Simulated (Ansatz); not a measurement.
**Cu: further runs on a relaxed guess**

Aim: for this structure of Cu, compute bands, density of states and charges.

Program: Ansatz 0.2.0. Level of theory: DFT PBE, scalar-relativistic, plane waves, PAW. These are calculated values, not measurements.

### Step 1. The system as given

It takes space group P6/mmm (No. 191, hexagonal). Conventional cell: a = 2.454 Å, b = 2.454 Å, c = 29.115 Å, α = 90.00°, β = 90.00°, γ = 120.00°. Cu (site symmetry 6mm) has 7 Cu at 2.45 to 2.48 Å as nearest neighbours.

As a file:

```
Cu
1.0
     2.45422    0.00000    0.00000
    -1.22711    2.12541    0.00000
     0.00000    0.00000   29.11543
Cu
2
Direct
  0.00000 0.00000 0.33459
  0.00000 0.00000 0.24929
```

The cell was relaxed beforehand at this level, from a generated guess; it is a trial structure. At a tolerance of 0.05 Å it has layer group p6/mmm (No. 80); it has 2.61 Å²/atom, an uncorrected energy of +0.56 eV/atom over the standard state.

It is a sheet, periodic along a and b, with vacuum along c; volumes and pressures of the box carry no meaning, and space groups named for it are those of the box.

### Step 2. Bands, states and charges

The input, input.yaml:

```yaml
crystal:
  lattice:
    - [2.454216404, 0.0, 0.0]
    - [-1.227108202, 2.1254137522, 0.0]
    - [0.0, 0.0, 29.11542604]
  atoms:
    - { symbol: Cu, position: [0.0, 0.0, 0.3345886943] }
    - { symbol: Cu, position: [0.0, 0.0, 0.2492942266] }
  periodic: [true, true, false]
basis:
  ecutwfc: 420
kpoints:
  mp_grid: { grid: [24, 24, 1] }
  band_path:
    path:
      - [0.0, 0.0, 0.0]
      - [0.5, 0.0, 0.0]
      - [0.33333333, 0.33333333, 0.0]
      - [0.0, 0.0, 0.0]
    npoints: 14
hamiltonian:
  xc: pbe
scf:
  occupations: { method: gaussian, width: 0.1 }
  n_extra_bands: 6
output:
  forces: true
  stress: true
  eigenvalues: true
  populations: true
  dos: { projected: true, de: 0.02, nscf_kmesh: { grid: [29, 29, 1] } }
  bader: true
  write_density: true
  write_potential: true
  elf: true
  volumetric_format: npy
```

Launch:

```
ansatz run input.yaml --threads 1 --pin off --max-ram 2048MiB --backend cpu --events-out ev --progress --plain --runs-dir out
```

Q: Predict the outcome of this session. Wanted: gap; states at the Fermi level; Bader charges.

The runs gave:

| quantity | value |
| --- | --- |
| gap | none (metal) |
| states at the Fermi level | 0.71 per eV per cell |
| Bader charges | Cu +0.00 e |

**Reading.** There is no gap at this level. Of the projected weight within 0.25 eV of the Fermi level, the largest part is Cu 4s (61 %) and Cu 3d (39 %). The projections leave out shells that the potentials don't hold, such as empty d states.
